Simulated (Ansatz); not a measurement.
# Be16F: the cost of one run

All numbers below are computed with Ansatz 0.2.0 (DFT PBEsol, plane waves, PAW, scalar-relativistic, no spin polarisation).

**1. Starting point**

The cell holds 17 atoms (Be16F): a = 4.580 Å, b = 3.966 Å, c = 7.177 Å, α = 90.00°, β = 90.00°, γ = 90.00°.

Structure file:

```
CELL_PARAMETERS angstrom
-2.29000 -3.96640 0.00000
3.43500 -1.98320 0.00000
0.00000 0.00000 7.17686
ATOMIC_POSITIONS crystal
Be 0.75000 0.50000 0.00000
Be 0.50000 0.33333 0.25000
Be 0.75000 0.50000 0.50000
Be 0.50000 0.33333 0.75000
Be 0.50000 0.00000 0.00000
Be 0.25000 0.83333 0.25000
Be 0.50000 0.00000 0.50000
Be 0.25000 0.83333 0.75000
Be 0.25000 0.50000 0.00000
Be 0.00000 0.33333 0.25000
Be 0.25000 0.50000 0.50000
Be 0.00000 0.33333 0.75000
Be 0.00000 0.00000 0.00000
Be 0.75000 0.83333 0.25000
Be 0.00000 0.00000 0.50000
Be 0.75000 0.83333 0.75000
F 0.25012 0.17107 0.62186
```

**2. Relaxing end A**

input.yaml

```yaml
crystal:
  lattice:
    - [-2.29, -3.966396, 0.0]
    - [3.435, -1.983198, 0.0]
    - [0.0, 0.0, 7.17686]
  atoms:
    - { symbol: Be, position: [0.75, 0.5, 0.0] }
    - { symbol: Be, position: [0.5, 0.3333333, 0.25] }
    - { symbol: Be, position: [0.75, 0.5, 0.5] }
    - { symbol: Be, position: [0.5, 0.3333333, 0.75] }
    - { symbol: Be, position: [0.5, 0.0, 0.0] }
    - { symbol: Be, position: [0.25, 0.8333333, 0.25] }
    - { symbol: Be, position: [0.5, 0.0, 0.5] }
    - { symbol: Be, position: [0.25, 0.8333333, 0.75] }
    - { symbol: Be, position: [0.25, 0.5, 0.0] }
    - { symbol: Be, position: [0.0, 0.3333333, 0.25] }
    - { symbol: Be, position: [0.25, 0.5, 0.5] }
    - { symbol: Be, position: [0.0, 0.3333333, 0.75] }
    - { symbol: Be, position: [0.0, 0.0, 0.0] }
    - { symbol: Be, position: [0.75, 0.8333333, 0.25] }
    - { symbol: Be, position: [0.0, 0.0, 0.5] }
    - { symbol: Be, position: [0.75, 0.8333333, 0.75] }
    - { symbol: F, position: [0.250122, 0.1710659, 0.621863] }
basis:
  ecutwfc: 420.0
kpoints:
  mp_grid: { grid: [5, 6, 4] }
hamiltonian:
  xc: pbesol
scf:
  occupations: { method: gaussian, width: 0.15 }
  lower_state_search: "off"
relax:
  f_tol: 0.03
  max_steps: 60
  adjacent_minimum: "off"
```

Command:

```
$ ansatz run input.yaml --threads 2 --pin off --max-ram 5120MiB --backend cpu --events-out ev --progress --plain --runs-dir out
```

**Question.** How long does this run take on 2 threads of Arm Neoverse V1, shared host, and how much memory does it need?

About 2.2 min, with a peak of 0.51 GiB.
